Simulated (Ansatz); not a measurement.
**C₂H₇BFGa: up Jacob's ladder to CCSD(T)**

An exercise on one series of results from a longer session: the logs are not shown, and one member is left open.

Method: functionals in def2-TZVPP, the program's frozen cores in correlated methods; program: Ansatz 0.2.0, Gaussian basis.

The runs, in order: PBE-D4, r2SCAN-D4, PBE0-D4, B3LYP-D4, ωB97X-V, ωB97M-V, B2PLYP; CCSD(T)/def2-TZVPP; MP2/def2-QZVPP; extrapolation to the limit.

## The geometry

The geometry comes from an earlier relaxation with PBE0-D4 in a triple-zeta def2 set; it is a stationary point, not always the lowest conformer.

SMILES `[BH2][GaH][CH2]CF`, 12 atoms, charge 0, spin multiplicity 1.

Atoms are counted from 1 here; the program's logs count them from 0.

Bond lengths: B1–Ga2 2.069 Å, B1–H6 1.199 Å, B1–H7 1.199 Å, Ga2–C3 2.017 Å, Ga2–H8 1.579 Å, C3–C4 1.499 Å, C3–H9 1.090 Å, C3–H10 1.091 Å, C4–F5 1.437 Å, C4–H11 1.091 Å, C4–H12 1.091 Å. Angles: Ga2–B1–H6 122.3°, Ga2–B1–H7 122.1°, H6–B1–H7 115.7°, B1–Ga2–C3 122.5°, B1–Ga2–H8 123.3°, C3–Ga2–H8 114.0°, Ga2–C3–C4 99.5°, Ga2–C3–H9 112.2°, Ga2–C3–H10 111.5°, C4–C3–H9 112.5°, C4–C3–H10 111.9°, H9–C3–H10 109.1°, C3–C4–F5 107.8°, C3–C4–H11 115.4°, C3–C4–H12 113.1°, F5–C4–H11 104.7°, F5–C4–H12 105.1°, H11–C4–H12 109.8°.

Set-up of the first run:

Input file in.yaml:

```yaml
crystal:
  periodic: [false, false, false]
  atoms:
    - {symbol: B, position_ang: [-2.527416, -0.258706, 0.309596]}
    - {symbol: Ga, position_ang: [-0.531430, -0.719860, 0.597165]}
    - {symbol: C, position_ang: [0.928567, 0.665670, 0.472051]}
    - {symbol: C, position_ang: [1.550224, 0.252341, -0.827701]}
    - {symbol: F, position_ang: [0.603903, -0.575063, -1.524027]}
    - {symbol: H, position_ang: [-3.235142, 0.109640, 1.205168]}
    - {symbol: H, position_ang: [-3.049984, -0.337830, -0.766086]}
    - {symbol: H, position_ang: [-0.026522, -2.147114, 1.044191]}
    - {symbol: H, position_ang: [0.531231, 1.680121, 0.440477]}
    - {symbol: H, position_ang: [1.629463, 0.583290, 1.303414]}
    - {symbol: H, position_ang: [1.769795, 1.065722, -1.521302]}
    - {symbol: H, position_ang: [2.434409, -0.373311, -0.699046]}
basis:
  gaussian: {orbitals: def2-TZVPP}
hamiltonian: {xc: pbe, dispersion: d4}
output: {forces: true, orbitals: {seedname: orbitals}}
```

The run is started by

```
> ansatz run in.yaml --threads 4 --pin off --events-out ev --progress --plain --max-ram 10444MiB
```

Among the steps run: PBE-D4 (GGA); r2SCAN-D4 (meta-GGA); PBE0-D4 (hybrid); B3LYP-D4 (hybrid); ωB97X-V (range-separated); ωB97M-V (range-separated); B2PLYP (double hybrid); CCSD(T) in def2-TZVPP; MP2 in def2-QZVPP.

One table of the session follows, with a row left open; its other results are not shown here.

```
            method  atomisation energy (kcal/mol)
            PBE-D4                              ?
         r2SCAN-D4                          976.9
           PBE0-D4                          973.2
          B3LYP-D4                          969.2
           ωB97X-V                          975.1
           ωB97M-V                          972.7
            B2PLYP                          960.7
     HF/def2-TZVPP                          727.4
    MP2/def2-TZVPP                          963.7
   CCSD/def2-TZVPP                          939.9
CCSD(T)/def2-TZVPP                          952.0
           MP2/CBS                          982.5
       CCSD(T)/CBS                          970.8
```

Estimate the missing values for PBE-D4.

**Answer.** atomisation energy (kcal/mol): 985.5. In the column «atomisation energy (kcal/mol)» it is the highest.

Among the levels timed on like hardware and quicker than the yardstick, those that no quicker one beats, quickest first: PBE-D4 (3.5 s, +14.7 kcal/mol); PBE0-D4 (4.3 s, +2.4 kcal/mol); B3LYP-D4 (7 s, -1.7 kcal/mol).

B2PLYP carry no dispersion term (for B3LYP, D4 adds 8.6 kcal/mol).
